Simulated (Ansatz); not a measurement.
# CH₃F₂InO: vertical ionisation energy

How much energy removes an electron from CH₃F₂InO at fixed geometry? The cation is run at each level and the neutral's energy taken from earlier runs.

Method: unrestricted cation, the program's frozen cores in correlated methods; program: Ansatz 0.2.0, Gaussian basis.

Plan: UKS PBE-D4/def2-TZVPP; UKS r2SCAN-D4/def2-TZVPP; UKS PBE0-D4/def2-TZVPP; UKS B3LYP-D4/def2-TZVPP; UKS wB97X-V/def2-TZVPP; UKS wB97M-V/def2-TZVPP; UKS B2PLYP/def2-TZVPP; UHF-CCSD(T)/def2-TZVPP; UHF-MP2/def2-QZVPP; extrapolation to the limit; then −ε(HOMO) from the neutral's earlier runs with LDA (SPW92), PBE-D4, revPBE-D4, BLYP-D4, r2SCAN-D4, B97M-V, PBE0-D4, B3LYP-D4, r2SCANh-D4, r2SCAN0-D4, HSE06-D4, BHLYP-D4, CAM-B3LYP-D4, LC-ωPBE, ωB97X-V, ωB97M-V.

## 1. The relaxed structure

The geometry comes from an earlier relaxation with PBE0-D4 in a triple-zeta def2 set; it is a stationary point, not always the lowest conformer. In takes the def2 core potential; no spin-orbit term is included.

SMILES `O[CH2][In]([F])[F]`, 8 atoms, charge 0, spin multiplicity 1.

Atoms are counted from 1 here; the program's logs count them from 0.

Bond lengths: O1–C2 1.389 Å, O1–H6 0.966 Å, C2–In3 2.170 Å, C2–H7 1.095 Å, C2–H8 1.088 Å, In3–F4 1.982 Å, In3–F5 1.929 Å. Angles: C2–O1–H6 109.5°, O1–C2–In3 106.3°, O1–C2–H7 114.0°, O1–C2–H8 109.3°, In3–C2–H7 106.5°, In3–C2–H8 111.2°, H7–C2–H8 109.5°, C2–In3–F4 96.4°, C2–In3–F5 153.8°, F4–In3–F5 109.8°.

## 2. Cation, UKS PBE-D4/def2-TZVPP

in.yaml

```yaml
crystal:
  periodic: [false, false, false]
  atoms:
    - {symbol: O, position_ang: [0.044068, -0.934284, 1.343005]}
    - {symbol: C, position_ang: [0.817466, -0.040162, 0.614712]}
    - {symbol: In, position_ang: [-0.491890, 0.807981, -0.894151]}
    - {symbol: F, position_ang: [-1.651841, -0.785940, -1.101815]}
    - {symbol: F, position_ang: [-1.105802, 2.217986, -2.057901]}
    - {symbol: H, position_ang: [-0.462672, -1.489829, 0.736915]}
    - {symbol: H, position_ang: [1.650962, -0.506100, 0.077968]}
    - {symbol: H, position_ang: [1.199699, 0.730348, 1.281276]}
basis:
  gaussian: {orbitals: def2-TZVPP}
total_charge: 1
magnetization: {spin_polarized: true, initial_magnetization: 1}
hamiltonian: {xc: pbe, dispersion: d4}
```

Launch:

```sh
$ ansatz run in.yaml --threads 2 --pin off --events-out ev --progress --plain --max-ram 32768MiB --backend cpu
```

After this run come: Cation, UKS r2SCAN-D4/def2-TZVPP; Cation, UKS PBE0-D4/def2-TZVPP; Cation, UKS B3LYP-D4/def2-TZVPP; Cation, UKS wB97X-V/def2-TZVPP; Cation, UKS wB97M-V/def2-TZVPP; Cation, UKS B2PLYP (frozen core)/def2-TZVPP; Cation, UHF-CCSD(T)/def2-TZVPP; Cation, UHF-MP2/def2-QZVPP.

Q: Predict the results of all the runs planned. Wanted: ionisation energy, CCSD(T)/CBS; nearest functional by difference; nearest −ε(HOMO); −ε(HOMO) of PBE; T1 of the cation.

**Answer**, as computed:

| quantity | value |
| --- | --- |
| ionisation energy, CCSD(T)/CBS | 10.47 eV |
| nearest functional by difference | B3LYP-D4 (-0.28 eV) |
| nearest −ε(HOMO) | LC-ωPBE (+0.00 eV) |
| −ε(HOMO) of PBE | 6.63 eV |
| T1 of the cation | 0.031 |

Energy differences with functionals land within 0.63 eV of the reference. The PBE orbital energy is 3.8 eV too small: a semilocal HOMO is no ionisation energy. Among orbital estimates LC-ωPBE comes nearest. Hartree-Fock falls 0.99 eV short, as the neutral has more correlation energy than the cation. The cation's T1 (from the report) is 0.031, near the customary mark of 0.045 for open shells, so the coupled-cluster value is less safe. Correlated methods include outer-core shells of In, which these sets cover unevenly. With outer-core shells in play the reference is unsure by up to some tenths of an eV, so close misses can't be ranked.
